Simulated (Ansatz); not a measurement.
# AgS: the cost of one run

Computed with Ansatz 0.2.0 (DFT PBE, scalar-relativistic, plane waves, PAW, unless a step's input says otherwise).

2 further runs of the same task are left out: 2 that didn't finish.

### 1 The system as given

The structure is orthorhombic, space group Cmcm (No. 63). Conventional cell: a = 4.562 Å, b = 10.874 Å, c = 4.142 Å, α = 90.00°, β = 90.00°, γ = 90.00°. Around Ag (site symmetry m2m) lie 2 Ag at 2.77 Å and 7 S at 3.07 to 3.29 Å. S (site symmetry m2m) is surrounded by 7 Ag at 3.07 to 3.29 Å.

Structure file:

```xyz
4
Lattice="2.2810 -5.4371 0.0000 2.2810 5.4371 0.0000 0.0000 0.0000 4.1421" Properties=species:S:1:pos:R:3 pbc="T T T"
Ag    2.2810    0.9172    1.0355
Ag    2.2810   -0.9172    3.1066
S     2.2810    3.9874    1.0355
S     2.2810   -3.9874    3.1066
```

A structure generator made this guess: species swapped into a database cell of CaSn (Cmcm, No. 63), with S on the Ca sites and Ag on the Sn sites. Lengths come from tabulated atomic sizes and are only a guess.

### 2 A first look at the guess

input.yaml reads:

```yaml
crystal:
  lattice:
    - [2.28096928, -5.43712274, 0.0]
    - [2.28096928, 5.43712274, 0.0]
    - [0.0, 0.0, 4.14207372]
  atoms:
    - { symbol: Ag, position: [0.41565359, 0.58434641, 0.25] }
    - { symbol: Ag, position: [0.58434641, 0.41565359, 0.75] }
    - { symbol: S, position: [0.13331389, 0.86668611, 0.25] }
    - { symbol: S, position: [0.86668611, 0.13331389, 0.75] }
basis:
  ecutwfc: 420
kpoints:
  mp_grid: { grid: [4, 4, 4] }
hamiltonian:
  xc: pbe
scf:
  occupations: { method: gaussian, width: 0.1 }
  lower_state_search: "off"
output:
  forces: true
  stress: true
  eigenvalues: true
```

Launch:

```bash
$ ansatz run input.yaml --threads 1 --pin off --max-ram 2048MiB --backend cpu --events-out ev --progress --plain --runs-dir out
```

**Question.** How long does this run take on 1 thread of Arm Neoverse V2, shared host, and how much memory does it need?

About 3 s, with a peak of 0.36 GiB.
